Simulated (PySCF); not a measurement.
Molecule: FAlClGeH3, in a box.

```
F Al Cl Ge H
1.0
    13.00000    0.00000    0.00000
     0.00000   14.00000    0.00000
     0.00000    0.00000   13.00000
F Al Cl Ge H
1 1 1 1 3
Direct
  0.62078 0.50310 0.64107
  0.54480 0.47492 0.54461
  0.53271 0.33016 0.50815
  0.45242 0.60097 0.45154
  0.52890 0.67284 0.40519
  0.38122 0.65583 0.52522
  0.38698 0.55905 0.36416
```

Program: PySCF 2.14.0. Alike in all runs: task atomic charges; potentials or basis pob-tzvp-rev2 (all-electron); no spin polarisation; cell as given; k mesh 1 × 1 × 1; smearing fixed.

Problem. Order these runs on this cell by their band gap on the k mesh, lowest first.
A. level wB97X; exxdiv ewald
B. level SCAN+D3(BJ); three-body dispersion term no
C. level SOGGA11

Solution. C (5.77 eV), B (6.15 eV), A (12.19 eV).

Caveats: this is a molecule in a periodic box at the Γ point, so its band gap is the HOMO-LUMO gap; relativity is left out, which matters for the heavier elements; the basis of atomic orbitals isn't converged, which shifts pressures, moduli and gaps.

Runs at the PBE level aren't shown here.
